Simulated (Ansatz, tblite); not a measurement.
# FeIF with GFN2-xTB from a Python script

These are simulated results from tblite 0.8.0, not measurements. The cell was built from a prototype and was relaxed with r2SCAN in plane waves (Ansatz 0.2.0). It may be hypothetical. It is a single sheet, repeated along a and b, with vacuum along c. All runs are without spin polarisation, and a magnetic state may lie lower.

The sheet's in-plane cell has a = 3.506 Å, b = 3.506 Å (γ = 120.0°), and its outermost atoms lie 2.62 Å apart along the normal. Around Fe lie 3 F at 2.36 Å and 3 I at 2.46 Å; around F lie 3 Fe at 2.36 Å; around I lie 3 Fe at 2.46 Å.

tblite solves periodic systems at the zone centre alone, so the script builds a cluster of 3×3×1 conventional cells (27 atoms), which folds in a coarse mesh of k points.

The script, run.py:

```python
import json
from ase import Atoms
from ase.build import make_supercell
from ase.units import Bohr, GPa, Hartree
from tblite.interface import Calculator

atoms = Atoms(['Fe', 'F', 'I'],
              cell=[[3.505668, 0.0, -0.0], [-1.752834, 3.035998, -0.0], [-0.0, -0.0, 29.547432]],
              scaled_positions=[[0.333333, 0.666667, 0.306592], [0.666667, 0.333333, 0.347895], [0.666667, 0.333333, 0.259297]],
              pbc=True)
cluster = make_supercell(atoms, [[3, 0, 0], [0, 3, 0], [0, 0, 1]])
calc = Calculator('GFN2-xTB', cluster.numbers, cluster.positions / Bohr, lattice=cluster.cell[:] / Bohr, periodic=cluster.pbc)
calc.set('temperature', 0.02 / Hartree)
calc.set('max-iter', 150)
res = calc.singlepoint()
levels = res.get('orbital-energies') * Hartree
nv = round(res.get('orbital-occupations').sum() / 2)
cells = len(cluster) // len(atoms)
out = {'energy_per_cell': res.get('energy') * Hartree / cells, 'homo': levels[nv - 1], 'lumo': levels[nv],
       'stress': (-res.get('virial') * Hartree / cluster.get_volume() / GPa).tolist(), 'charges': res.get('charges')[:len(atoms)].tolist(), 'electrons': 2 * nv / cells}
json.dump(out, open('results.json', 'w'))
for key, value in out.items():
    print(key, value)
```

Command: `python run.py`. It took 1.2 s on 1 thread of Arm Neoverse V1, with other jobs on the host, peak memory 0.095 GiB.

The log:

```
------------------------------------------------------------
  cycle        total energy    energy error   density error
------------------------------------------------------------
      1     -106.4506970301  -1.0662706E+02   3.2560251E-01
      2     -106.6930764623  -2.4237943E-01   1.8175976E-01
      3     -106.7150753852  -2.1998923E-02   1.0250242E-01
      4     -106.6719450544   4.3130331E-02   5.1105596E-02
      5     -106.5901173576   8.1827697E-02   6.6895623E-02
      6     -106.7313557476  -1.4123839E-01   1.0736614E-02
      7     -106.7335686304  -2.2128829E-03   6.9767772E-03
      8     -106.7340429453  -4.7431484E-04   4.0920683E-03
      9     -106.7344021718  -3.5922653E-04   1.0383576E-03
     10     -106.7344135481  -1.1376265E-05   5.5329067E-04
     11     -106.7344066100   6.9380425E-06   6.6142934E-04
     12     -106.7344164699  -9.8598638E-06   1.1120294E-04
     13     -106.7344166222  -1.5227454E-07   5.3349096E-05
     14     -106.7344166638  -4.1614129E-08   3.3188928E-05
     15     -106.7344166750  -1.1171309E-08   2.7080277E-05
     16     -106.7344166822  -7.2841573E-09   1.7977367E-05
------------------------------------------------------------

 total:                                   0.560 sec
energy_per_cell -322.71015715847403
homo -11.013236906699591
lumo -10.740055478617379
stress [[-0.49603301938545086, -2.4028548578521575e-05, 1.9620721566657355e-05], [-2.40285485785209e-05, -0.4960642163827704, -1.038421057665772e-05], [1.9620721566650186e-05, -1.0384210576672724e-05, 0.9565799833723103]]
charges [0.623090865789631, -0.4803143893416679, -0.14277789914305278]
electrons 22.0
```

The cycle table is in hartree for the whole cluster, and the lines after it are in eV (the energy for one cell). The printed stress is in GPa and positive in compression, and the pressure is its mean diagonal, here averaged over the vacuum too.

GFN2-xTB gives a gap of 0.27 eV. On the same cell, plane-wave PBE (Ansatz, 12×12×1 k points and the special points) gives a gap of 0.36 eV and r2SCAN a gap of 0.86 eV; on shared hosts these took about 23 and 52 core-seconds on the 3-atom cell, against 1.2 for the script. Spin-orbit coupling, left out in all these runs, can cut or reorder the gap by tenths of an eV, up to about 1 eV with Pb or Bi. xTB was fitted to molecules, so gaps, charges and pressures of solids can be far off, and the gap also depends on the size of the cluster.

xTB was fitted mostly to molecules, and a small cluster samples few k points, so gaps, pressures and kinks along a curve can be far from a solid's.

No spin-orbit coupling is included; it can move band edges with weight on the heavy atoms by tenths of an eV.
